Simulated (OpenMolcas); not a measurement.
# Mo³⁺ among point charges: CASSCF and CASPT2 levels and susceptibility

Aim: the splitting of the states of Mo³⁺ in the field of 4 point charges, its lowest levels with spin-orbit coupling and its magnetic susceptibility.

Method: state-averaged CASSCF and CASPT2, spin-orbit coupling by RASSI with atomic mean-field integrals. Code: OpenMolcas 26.06.

## (1) Starting point

```
Species                           : Mo³⁺ (molybdenum, Z = 42, 39 electrons)
Basis                             : ANO-RCC-VDZP [6s5p3d1f], 43 functions
Scalar Hamiltonian                : DKH2, point nucleus
Inactive shells                   : 1s 2s 2p 3s 3p 3d 4s 4p
Active space                      : 3 electrons in 5 orbitals (4d)
Some configurations of this space : 4d3
Orbitals                          : optimised for each spin and parity, averaged over all roots
```

Outer shells as boxes (Hund's rule):

4d3
```
4d [↑ ][↑ ][↑ ][  ][  ]
```

The ion sits among 4 point charges of -1 e arranged as a square (D4h), 2.16 Å from the ion.

Each step is its own input file, run in one work folder so that later steps find the files of earlier ones. Labels, J, g values, rates, χT and fits are worked out afterwards by a script from the matrices that RASSI stores. The input lists half of the charges; inversion (Group=XYZ) makes the rest.

## (2) GATEWAY and SEWARD: basis and integrals

a.inp

```
&GATEWAY
Coord
1

Mo 0.0 0.0 0.0
Basis=ANO-RCC-VDZP
Group=XYZ
NoMove
AngMom=0.0 0.0 0.0
AMFI
XField
2 Angstrom 0
2.160000 0.000000 0.000000 -1.000000
0.000000 2.160000 0.000000 -1.000000
&SEWARD
```

## (3) CASSCF: quartets of even parity, 10 roots

a.inp

```
&RASSCF
FileOrb=start.orb
Symmetry=1
Spin=4
nActEl=3 0 0
Inactive=9 9
Ras2=5 0
CIRoot=10 10 1
SDav=10
CIMx=300
Iter=120 100
PrWF=0.3
OrbListing=Nothing
MaxOrb=0
>>> COPY $Project.JobIph JOB001
```

start.orb holds the contracted functions of the basis, ordered by shell, or the orbitals of the step before.

## (4) Reference wave functions, doublets of even parity, 40 roots

a.inp

```
&RASSCF
FileOrb=start.orb
Symmetry=1
Spin=2
nActEl=3 0 0
Inactive=9 9
Ras2=5 0
CIRoot=40 40 1
SDav=40
CIMx=300
Iter=120 100
PrWF=0.3
OrbListing=Nothing
MaxOrb=0
>>> COPY $Project.JobIph JOB002
```

## (5) State interaction with spin-orbit coupling

a.inp

```
&RASSI
NrOfJobIphs=2 10 40
1 2 3 4 5 6 7 8 9 10
1 2 3 4 5 6 7 8 9 10 11 12 13 14 15 16 17 18 19 20 21 22 23 24 25 26 27
28 29 30 31 32 33 34 35 36 37 38 39 40
IphNames
JOB001
JOB002
EJob
SpinOrbit
DIPRint=1.0
SOCoupling=1000.0
Subsets=2
Property=9
'ANGMOM' 1 'ANGMOM' 2 'ANGMOM' 3 'MLTPL  1' 1 'MLTPL  1' 2 'MLTPL  1' 3
'AMFI' 1 'AMFI' 2 'AMFI' 3
SOProperty=3
'ANGMOM' 1 'ANGMOM' 2 'ANGMOM' 3
```

## (6) CASPT2: IPEA 0.25, imaginary shift 0.1 (closed shells correlated: 4s 4p)

a.inp

```
>>> COPY JOB001 $Project.JobIph
&CASPT2
Multistate=10 1 2 3 4 5 6 7 8 9 10
NoMult
Frozen=8 6
IPEA=0.25
Imaginary=0.1
MaxIter=60
WThr=0.0 0.3 0.05
PrWF=0.5
NoMix
>>> COPY JOB002 $Project.JobIph
&CASPT2
Multistate=40 1 2 3 4 5 6 7 8 9 10 11 12 13 14 15 16 17 18 19 20 21 22
23 24 25 26 27 28 29 30 31 32 33 34 35 36 37 38 39 40
NoMult
Frozen=8 6
IPEA=0.25
Imaginary=0.1
MaxIter=60
WThr=0.0 0.3 0.05
PrWF=0.5
NoMix
```

(Steps that only read results are left out.)

Q: Predict the outcome of this session. Wanted: spin-free ground state; first state of the same spin within the active space; lowest level; next level.

**Answer**, as computed:

| quantity | value |
| --- | --- |
| method | SS-CASPT2, IPEA 0.25, imaginary shift 0.1 (closed shells correlated: 4s 4p) |
| spin-free ground state | 4A2, 1-fold in its orbital part |
| first state of the same spin within the active space | 4E at 734 cm⁻¹ |
| lowest level | 2-fold E3/2, g = 0.24, 1.07, 1.07 |
| next level | 149.2 cm⁻¹ |
| χT at 300 K | 0.69 cm³ K/mol |
| effective moment at 300 K | 2.35 μB |

Cost by method:

```tsv
method	time of its own steps	time with the reference
A. CASSCF	10 s	10 s
B. SS-CASPT2, IPEA 0.25, imaginary shift 0.1, +4s 4p	3.3 s	13 s
```

Times are of one thread on a shared host.

**Reading.** The spin-free ground state (4A2) comes to 54 % from free-ion F terms and keeps the highest spin of the shell. χT at 300 K is 0.69, against 1.88 cm³ K/mol for the spin alone, so spin-orbit coupling lowers it. The field of point charges can differ much from that of real complexes. This is an electrostatic model: the charges have no orbitals.
